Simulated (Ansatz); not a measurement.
# C2H10BNSi: up Jacob's ladder to CCSD(T)

Aim: compute C2H10BNSi with functionals from several rungs and with coupled cluster, and see how far each lands from CCSD(T) at the basis-set limit for the atomisation energy.

Program: Ansatz 0.2.0, Gaussian basis. Level of theory: functionals in def2-TZVPP, the program's frozen cores in correlated methods. These are calculated values, not measurements.

The runs, in order: LDA (SPW92), PBE-D4, revPBE-D4, BLYP-D4, r2SCAN-D4, B97M-V, PBE0-D4, B3LYP-D4, r2SCANh-D4, r2SCAN0-D4, HSE06-D4, BHLYP-D4, CAM-B3LYP-D4, LC-ωPBE, ωB97X-V, ωB97M-V, B2PLYP, PBE-QIDH; CCSD(T)/def2-SVP; CCSD(T)/def2-TZVPP; MP2/def2-QZVPP; extrapolation to the limit; RPA on PBE.

## 1. The relaxed structure

An earlier PBE0-D4 in a triple-zeta def2 set relaxation fixed the geometry.

SMILES `BN[SiH](C)C`, 15 atoms, charge 0, spin multiplicity 1.

Atoms are counted from 1 here; the program's logs count them from 0.

Bond lengths: B1–N2 1.396 Å, B1–H6 1.198 Å, B1–H7 1.199 Å, N2–Si3 1.756 Å, N2–H8 1.012 Å, Si3–C4 1.867 Å, Si3–C5 1.860 Å, Si3–H9 1.492 Å, C4–H10 1.093 Å, C4–H11 1.093 Å, C4–H12 1.093 Å, C5–H13 1.092 Å, C5–H14 1.093 Å, C5–H15 1.092 Å. Angles: N2–B1–H6 119.6°, N2–B1–H7 119.7°, H6–B1–H7 120.7°, B1–N2–Si3 129.0°, B1–N2–H8 115.7°, Si3–N2–H8 115.2°, N2–Si3–C4 109.5°, N2–Si3–C5 109.9°, N2–Si3–H9 107.4°, C4–Si3–C5 111.7°, C4–Si3–H9 108.2°, C5–Si3–H9 110.0°, Si3–C4–H10 110.8°, Si3–C4–H11 110.8°, Si3–C4–H12 111.3°, H10–C4–H11 108.2°, H10–C4–H12 107.6°, H11–C4–H12 108.0° and more.

## 2. LDA

This LDA is Slater exchange with PW92 correlation.

File in.yaml:

```yaml
crystal:
  periodic: [false, false, false]
  atoms:
    - {symbol: B, position_ang: [-0.737186, 1.971917, 0.999972]}
    - {symbol: N, position_ang: [-1.148429, 0.737005, 0.496026]}
    - {symbol: Si, position_ang: [-0.270105, -0.387939, -0.526517]}
    - {symbol: C, position_ang: [-0.035477, -2.002475, 0.380586]}
    - {symbol: C, position_ang: [1.355575, 0.356077, -1.037884]}
    - {symbol: H, position_ang: [0.353474, 2.388145, 0.730239]}
    - {symbol: H, position_ang: [-1.478640, 2.604574, 1.698538]}
    - {symbol: H, position_ang: [-2.080650, 0.444065, 0.757919]}
    - {symbol: H, position_ang: [-1.113451, -0.647540, -1.730022]}
    - {symbol: H, position_ang: [0.452508, -2.740954, -0.261278]}
    - {symbol: H, position_ang: [0.583372, -1.861747, 1.270593]}
    - {symbol: H, position_ang: [-0.993533, -2.421807, 0.698739]}
    - {symbol: H, position_ang: [1.996825, 0.545549, -0.174294]}
    - {symbol: H, position_ang: [1.878186, -0.335130, -1.704701]}
    - {symbol: H, position_ang: [1.215429, 1.299662, -1.568615]}
basis:
  gaussian: {orbitals: def2-TZVPP}
hamiltonian: {xc: lda}
output: {orbitals: {seedname: orbitals}}
```

Run with:

```bash
ansatz run in.yaml --threads 4 --pin off --events-out ev --progress --plain --max-ram 10444MiB
```

After this run come: PBE-D4 (GGA); revPBE-D4 (GGA); BLYP-D4 (GGA); r2SCAN-D4 (meta-GGA); B97M-V (meta-GGA); PBE0-D4 (hybrid); B3LYP-D4 (hybrid); r2SCANh-D4 (hybrid); r2SCAN0-D4 (hybrid); HSE06-D4 (hybrid); BHLYP-D4 (hybrid); CAM-B3LYP-D4 (range-separated); LC-ωPBE (range-separated); ωB97X-V (range-separated); ωB97M-V (range-separated); B2PLYP (double hybrid); PBE-QIDH (double hybrid); CCSD(T) in def2-SVP; CCSD(T) in def2-TZVPP; MP2 in def2-QZVPP; RPA on PBE orbitals.

**Question.** What will the summary of the whole plan be? Wanted: atomisation energy, CCSD(T)/CBS; farthest beyond LDA; mean size of error, GGA; mean size of error, meta-GGA; mean size of error, hybrid; mean size of error, range-separated; mean size of error, double hybrid; gap, smallest and largest; T1 diagnostic.

**Answer**, as computed:

| quantity | value |
| --- | --- |
| atomisation energy, CCSD(T)/CBS | 5572.7 kJ/mol |
| functionals within 27.9 kJ/mol (0.5 %) | BLYP-D4, r2SCAN-D4, B97M-V, PBE0-D4, r2SCANh-D4, HSE06-D4, LC-ωPBE, ωB97X-V, PBE-QIDH |
| farthest beyond LDA | BHLYP-D4 (-72.3 kJ/mol) |
| mean size of error, GGA | 39.0 kJ/mol |
| mean size of error, meta-GGA | 19.4 kJ/mol |
| mean size of error, hybrid | 26.5 kJ/mol |
| mean size of error, range-separated | 30.9 kJ/mol |
| mean size of error, double hybrid | 32.0 kJ/mol |
| gap, smallest and largest | 5.79 eV (LDA (SPW92)), 13.07 eV (LC-ωPBE) |
| T1 diagnostic | 0.0112 |
| triples share of the correlation energy | 3.7 % |

LDA overbinds by 671.1 kJ/mol (12 %). PBE-D4 misses by +58.5 kJ/mol. Double hybrids carry the basis error of their MP2 part in triple zeta, and no dispersion term here, so their miss is partly the set-up's. The rungs meta-GGA, hybrid miss on average by less than the doubt on the reference (27.9 kJ/mol), so they tie. Misses under about 27.9 kJ/mol are within the doubt on the reference itself, which lacks core-valence correlation, relativity and higher excitations. Hartree-Fock recovers 76 % of the binding; the rest is correlation. CCSD(T) in def2-SVP is off by -284.8 kJ/mol, so the small basis spoils what the method gains. Orbital gaps span 5.8 to 13.1 eV; exact exchange widens them.
